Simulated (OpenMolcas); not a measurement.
# Lu²⁺ among point charges: CASSCF levels and susceptibility

Aim: the splitting of the states of Lu²⁺ in the field of 6 point charges, its lowest levels with spin-orbit coupling and its magnetic susceptibility.

Program: OpenMolcas 26.06. Level of theory: state-averaged CASSCF, spin-orbit coupling by RASSI with atomic mean-field integrals. These are calculated values, not measurements, unless marked.

1 further run of the same task is left out (it didn't finish).

**1. Starting point**

```
Species                           : Lu²⁺ (lutetium, Z = 71, 69 electrons)
Basis                             : ANO-RCC-VDZP [7s6p4d2f1g], 68 functions
Scalar Hamiltonian                : DKH2, point nucleus
Inactive shells                   : 1s 2s 2p 3s 3p 3d 4s 4p 4d 4f 5s 5p
Active space                      : 1 electron in 5 orbitals (5d)
Some configurations of this space : 5d
Orbitals                          : optimised for each spin and parity, averaged over all roots
```

Outer shells as boxes (Hund's rule):

5d
```
5d [↑ ][  ][  ][  ][  ]
```

The ion sits among 6 point charges of -0.65 e arranged as a trigonal prism (D3h), 2.11 Å from the ion, with a polar angle of 45.7° against the regular 49.1°. The active orbitals were held to one l.

The work runs as a chain of OpenMolcas steps in one folder; each step below is one input file. Labels, J, g values, rates, χT and fits are worked out afterwards by a script from the matrices that RASSI stores.

**2. GATEWAY and SEWARD: basis and integrals**

Contents of a.inp:

```
&GATEWAY
Coord
1

Lu 0.0 0.0 0.0
Basis=ANO-RCC-VDZP
Group=NoSym
NoMove
AngMom=0.0 0.0 0.0
AMFI
XField
6 Angstrom 0
1.509160 0.000000 1.474631 -0.650000
-0.754580 1.306971 1.474631 -0.650000
-0.754580 -1.306971 1.474631 -0.650000
1.509160 0.000000 -1.474631 -0.650000
-0.754580 1.306971 -1.474631 -0.650000
-0.754580 -1.306971 -1.474631 -0.650000
&SEWARD
```

The run is started by

```
$ OMP_NUM_THREADS=1 MOLCAS_MEM=1689 MOLCAS_PROJECT=a pymolcas a.inp > a.log
```

**3. Reference wave functions, doublets, 5 roots**

Contents of a.inp:

```
&RASSCF
FileOrb=start.orb
Symmetry=1
Spin=2
nActEl=1 0 0
Inactive=34
Ras2=5
CIRoot=5 5 1
SDav=5
CIMx=300
Iter=120 100
PrWF=0.3
OrbListing=Nothing
MaxOrb=0
SupSym
1
20 10 11 12 13 14 19 20 21 22 23 35 36 37 38 39 48 49 50 51 52
>>> COPY $Project.JobIph JOB001
```

start.orb holds the contracted functions of the basis, ordered by shell, or the orbitals of the step before.

**4. RASSI: spin-orbit coupling between the states**

Contents of a.inp:

```
&RASSI
NrOfJobIphs=1 5
1 2 3 4 5
IphNames
JOB001
EJob
SpinOrbit
DIPRint=1.0
SOCoupling=1000.0
Subsets=2
Property=9
'ANGMOM' 1 'ANGMOM' 2 'ANGMOM' 3 'MLTPL  1' 1 'MLTPL  1' 2 'MLTPL  1' 3
'AMFI' 1 'AMFI' 2 'AMFI' 3
SOProperty=3
'ANGMOM' 1 'ANGMOM' 2 'ANGMOM' 3
```

Before running it: what results should come out? Wanted: spin-free ground state; first state of the same spin within the active space; lowest level; next level.

As calculated:

| quantity | value |
| --- | --- |
| method | CASSCF |
| spin-free ground state | 2E, 2-fold in its orbital part |
| first state of the same spin within the active space | 2A1 at 6510 cm⁻¹ |
| lowest level | 2-fold E3/2, g = 0.00, 0.00, 2.01 |
| next level | 1981.5 cm⁻¹ |
| χT at 300 K | 0.18 cm³ K/mol |
| effective moment at 300 K | 1.19 μB |

In words: The spin-free ground state (2E) comes to 100 % from free-ion D terms and keeps the highest spin of the shell. χT at 300 K is 0.18, against 0.38 cm³ K/mol for the spin alone, so orbital moment lowers it. The free ion's ground configuration, as NIST lists it, lies outside this active space, so the lowest level here need not be the ground level. The field of point charges can differ much from that of real complexes. This is an electrostatic model: the charges have no orbitals.
